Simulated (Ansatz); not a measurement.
# Cd16S15N (Greenockite): the cost of one run

Program: Ansatz 0.2.0. Level of theory: DFT, PBE, plane-wave PAW, default files, scalar-relativistic. These are calculated values, not measurements.

1 further run of the same task is left out (it didn't finish).

## 1. The structure to begin with

It takes space group P3m1 (No. 156, trigonal). The conventional cell has a = 8.300 Å, b = 8.300 Å, c = 13.474 Å, α = 90.00°, β = 90.00°, γ = 120.00°. Around Cd (site symmetry 3m) lie 1 N at 2.53 Å and 3 S at 2.54 Å. Cd (site symmetry 3m) is surrounded by 4 S at 2.53 to 2.54 Å. Cd (site symmetry m) is surrounded by 4 S at 2.53 to 2.54 Å. Cd (site symmetry m) is surrounded by 3 S at 2.53 to 2.54 Å and 1 N at 2.54 Å. Only part of the 16 independent sites is listed.

As a file:

```
Cd N S
1.0
     8.30000    0.00000    0.00000
    -4.15000    7.18801    0.00000
     0.00000    0.00000   13.47400
Cd N S
16 1 15
Direct
  0.16667 0.33333 0.00000
  0.16667 0.33333 0.50000
  0.16667 0.83333 0.00000
  0.16667 0.83333 0.50000
  0.66667 0.33333 0.00000
  0.66667 0.33333 0.50000
  0.66667 0.83333 0.00000
  0.66667 0.83333 0.50000
  0.33333 0.16667 0.25000
  0.33333 0.16667 0.75000
  0.33333 0.66667 0.25000
  0.33333 0.66667 0.75000
  0.83333 0.16667 0.25000
  0.83333 0.16667 0.75000
  0.83333 0.66667 0.25000
  0.83333 0.66667 0.75000
  0.16667 0.33333 0.18750
  0.16667 0.33333 0.68750
  0.16667 0.83333 0.18750
  0.16667 0.83333 0.68750
  0.66667 0.33333 0.18750
  0.66667 0.33333 0.68750
  0.66667 0.83333 0.18750
  0.66667 0.83333 0.68750
  0.33333 0.16667 0.43750
  0.33333 0.16667 0.93750
  0.33333 0.66667 0.43750
  0.33333 0.66667 0.93750
  0.83333 0.16667 0.43750
  0.83333 0.16667 0.93750
  0.83333 0.66667 0.43750
  0.83333 0.66667 0.93750
```

Atom 17 of the input is the impurity.

## 2. Gradients at the starting positions

File input.yaml:

```yaml
crystal:
  lattice:
    - [8.3, 0.0, 0.0]
    - [-4.15, 7.1880108514, 0.0]
    - [0.0, 0.0, 13.474]
  atoms:
    - { symbol: Cd, position: [0.1666666666, 0.3333333334, 0.0] }
    - { symbol: Cd, position: [0.1666666666, 0.3333333334, 0.5] }
    - { symbol: Cd, position: [0.1666666666, 0.8333333334, 0.0] }
    - { symbol: Cd, position: [0.1666666666, 0.8333333334, 0.5] }
    - { symbol: Cd, position: [0.6666666666, 0.3333333334, 0.0] }
    - { symbol: Cd, position: [0.6666666666, 0.3333333334, 0.5] }
    - { symbol: Cd, position: [0.6666666666, 0.8333333334, 0.0] }
    - { symbol: Cd, position: [0.6666666666, 0.8333333334, 0.5] }
    - { symbol: Cd, position: [0.3333333334, 0.1666666666, 0.25] }
    - { symbol: Cd, position: [0.3333333334, 0.1666666666, 0.75] }
    - { symbol: Cd, position: [0.3333333334, 0.6666666666, 0.25] }
    - { symbol: Cd, position: [0.3333333334, 0.6666666666, 0.75] }
    - { symbol: Cd, position: [0.8333333334, 0.1666666666, 0.25] }
    - { symbol: Cd, position: [0.8333333334, 0.1666666666, 0.75] }
    - { symbol: Cd, position: [0.8333333334, 0.6666666666, 0.25] }
    - { symbol: Cd, position: [0.8333333334, 0.6666666666, 0.75] }
    - { symbol: "N", position: [0.1666666666, 0.3333333334, 0.1875] }
    - { symbol: S, position: [0.1666666666, 0.3333333334, 0.6875] }
    - { symbol: S, position: [0.1666666666, 0.8333333334, 0.1875] }
    - { symbol: S, position: [0.1666666666, 0.8333333334, 0.6875] }
    - { symbol: S, position: [0.6666666666, 0.3333333334, 0.1875] }
    - { symbol: S, position: [0.6666666666, 0.3333333334, 0.6875] }
    - { symbol: S, position: [0.6666666666, 0.8333333334, 0.1875] }
    - { symbol: S, position: [0.6666666666, 0.8333333334, 0.6875] }
    - { symbol: S, position: [0.3333333334, 0.1666666666, 0.4375] }
    - { symbol: S, position: [0.3333333334, 0.1666666666, 0.9375] }
    - { symbol: S, position: [0.3333333334, 0.6666666666, 0.4375] }
    - { symbol: S, position: [0.3333333334, 0.6666666666, 0.9375] }
    - { symbol: S, position: [0.8333333334, 0.1666666666, 0.4375] }
    - { symbol: S, position: [0.8333333334, 0.1666666666, 0.9375] }
    - { symbol: S, position: [0.8333333334, 0.6666666666, 0.4375] }
    - { symbol: S, position: [0.8333333334, 0.6666666666, 0.9375] }
total_charge: -1
kpoints:
  mp_grid: { grid: [3, 3, 2] }
scf:
  occupations: { method: fermi_dirac, width: 0.01 }
hamiltonian:
  xc: pbe
  pseudopotentials: { kind: paw }
output:
  forces: true
  stress: true
  populations: true
  efg:
    quadrupole_moments_barn: { "N": 0.02044, S: -0.0694 }
    contact_densities: true
  write_density: true
  write_potential: true
  elf: true
  volumetric_format: npy
```

Launch:

```sh
$ ansatz run input.yaml --threads 4 --pin off --max-ram 8192MiB --backend cpu --events-out ev --progress --plain --runs-dir out
```

Q: Estimate wall time and peak memory on 4 threads of Intel Xeon Platinum 8375C at 2.90GHz (Ice Lake), shared host.

About 43 s, with a peak of 4 GiB.
